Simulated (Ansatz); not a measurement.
# CHBrO: geometry and frequencies at several levels

One table from this session's results is given with a row withheld; the runs are named, their logs left out.

Computed with Ansatz 0.2.0 (the levels named in each step, unless a step's input says otherwise).

### Starting point

Bond lengths: C2–O3 1.121 Å, Br1–H4 1.407 Å.

Coordinates:

```xyz
4

Br    0.0000    0.0000   -2.4224
C     0.0000    0.0000    1.1583
O     0.0000    0.0000    2.2794
H     0.0000    0.0000   -1.0154
```

The first run:

input.yaml

```yaml
crystal:
  periodic: [false, false, false]
  atoms:
    - { symbol: Br, position_ang: [0.0, 0.0, -2.42236] }
    - { symbol: C, position_ang: [0.0, 0.0, 1.15835] }
    - { symbol: O, position_ang: [0.0, 0.0, 2.27941] }
    - { symbol: H, position_ang: [0.0, 0.0, -1.0154] }
basis:
  gaussian: { orbitals: def2-SVP }
hamiltonian:
  xc: pbe
  dispersion: d4
relax:
  f_tol: 0.03
  max_steps: 200
```

The run is started by

```sh
> ansatz run input.yaml --threads 2 --pin off --max-ram 5120MiB --backend cpu --events-out ev --progress --plain --runs-dir out
```

Among the steps run: A rough first relaxation, PBE-D4/def2-SVP; Relaxation, PBE0-D4/def2-TZVPP; Frequencies, PBE0-D4/def2-TZVPP; Relaxation, PBE-D4/def2-TZVPP; Frequencies, PBE-D4/def2-TZVPP; Relaxation, r2SCAN-D4/def2-TZVPP; Frequencies, r2SCAN-D4/def2-TZVPP; Relaxation, B3LYP-D4/def2-TZVPP; Frequencies, B3LYP-D4/def2-TZVPP; Relaxation, B2PLYP/def2-TZVPP; Frequencies, B2PLYP/def2-TZVPP.

One of the session's tables, all rows but one given; the rest of the session is left out.

| level | C2–O3 (Å) | rotational constants (MHz) | dipole (D) | highest frequency (cm⁻¹) |
| --- | --- | --- | --- | --- |
| PBE0-D4/def2-TZVPP | 1.1214 | 1231.4 | 1.66 | 2594 |
| PBE-D4/def2-TZVPP | 1.1344 | 1262.1 | 1.83 | 2466 |
| r2SCAN-D4/def2-TZVPP | ? | ? | ? | ? |
| B3LYP-D4/def2-TZVPP | 1.1231 | 1200.1 | 1.56 | 2569 |
| B2PLYP/def2-TZVPP | 1.1286 | 1169.9 | 1.57 | 2629 |

Estimate the missing values for r2SCAN-D4/def2-TZVPP.

As computed: C2–O3 (Å): 1.1256; rotational constants (MHz): 1206; dipole (D): 1.71; highest frequency (cm⁻¹): 2575. In the column «C2–O3 (Å)» it lies between B3LYP-D4/def2-TZVPP (1.1231) and B2PLYP/def2-TZVPP (1.1286).
